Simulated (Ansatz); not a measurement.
**C₃H₇BO: basis-set convergence**

An exercise on one series of results from a longer session: the logs are not shown, and one member is left open.

Method: one geometry, several basis sets; program: Ansatz 0.2.0, Gaussian basis.

Levels to be run: PBE0-D4/def2-SVP; ωB97M-V/def2-SVP; PBE0-D4/def2-QZVPP; ωB97M-V/def2-QZVPP; the functionals' def2-TZVPP values are taken from earlier runs.

## Structure used throughout

The geometry comes from an earlier relaxation with PBE0-D4 in a triple-zeta def2 set; it is a stationary point, not always the lowest conformer.

SMILES `BC1(C)CO1`, 12 atoms, charge 0, spin multiplicity 1.

Atoms are counted from 1 here; the program's logs count them from 0.

Bond lengths: B1–C2 1.534 Å, B1–H6 1.197 Å, B1–H7 1.194 Å, C2–C3 1.502 Å, C2–C4 1.497 Å, C2–O5 1.443 Å, C3–H8 1.093 Å, C3–H9 1.092 Å, C3–H10 1.092 Å, C4–O5 1.392 Å, C4–H11 1.089 Å, C4–H12 1.088 Å. Angles: C2–B1–H6 120.0°, C2–B1–H7 119.4°, H6–B1–H7 120.5°, B1–C2–C3 123.8°, B1–C2–C4 109.3°, B1–C2–O5 116.9°, C3–C2–C4 117.6°, C3–C2–O5 114.2°, C4–C2–O5 56.5°, C2–C3–H8 110.5°, C2–C3–H9 111.1°, C2–C3–H10 110.5°, H8–C3–H9 108.0°, H8–C3–H10 107.7°, H9–C3–H10 109.0°, C2–C4–O5 59.8°, C2–C4–H11 116.0°, C2–C4–H12 121.3° and more.

Set-up of the first run:

Contents of in.yaml:

```yaml
crystal:
  periodic: [false, false, false]
  atoms:
    - {symbol: B, position_ang: [-0.883904, 1.311937, -0.155057]}
    - {symbol: C, position_ang: [0.130769, 0.161187, -0.135965]}
    - {symbol: C, position_ang: [0.998052, -0.167604, 1.045642]}
    - {symbol: C, position_ang: [-0.401519, -0.980041, -0.945920]}
    - {symbol: O, position_ang: [0.685085, -0.241635, -1.405448]}
    - {symbol: H, position_ang: [-1.339358, 1.724176, 0.872151]}
    - {symbol: H, position_ang: [-1.272354, 1.733592, -1.202647]}
    - {symbol: H, position_ang: [1.771749, 0.592923, 1.175232]}
    - {symbol: H, position_ang: [1.492412, -1.132298, 0.913301]}
    - {symbol: H, position_ang: [0.402875, -0.196454, 1.961128]}
    - {symbol: H, position_ang: [-0.188503, -1.977169, -0.563737]}
    - {symbol: H, position_ang: [-1.318404, -0.883912, -1.524576]}
basis:
  gaussian: {orbitals: def2-SVP}
hamiltonian: {xc: pbe0, dispersion: d4}
output: {orbitals: {seedname: orbitals}}
```

Command:

```
ansatz run in.yaml --threads 4 --pin off --events-out ev --progress --plain --max-ram 10444MiB
```

Among the steps run: PBE0-D4 in def2-SVP; ωB97M-V in def2-SVP; PBE0-D4 in def2-QZVPP; ωB97M-V in def2-QZVPP.

One table of the session follows, with a row left open; its other results are not shown here.

It belongs to the step «Density functionals: the series». 

```
functional       basis  HOMO (eV)
   PBE0-D4    def2-SVP      -7.69
   PBE0-D4  def2-TZVPP          ?
   PBE0-D4  def2-QZVPP      -7.84
   ωB97M-V    def2-SVP     -10.09
   ωB97M-V  def2-TZVPP     -10.22
   ωB97M-V  def2-QZVPP     -10.24
```

Q: Estimate the row for PBE0-D4, def2-TZVPP from the others.

**Answer.** HOMO (eV): -7.82. In the column «HOMO (eV)» it lies between PBE0-D4, def2-QZVPP (-7.84) and PBE0-D4, def2-SVP (-7.69).
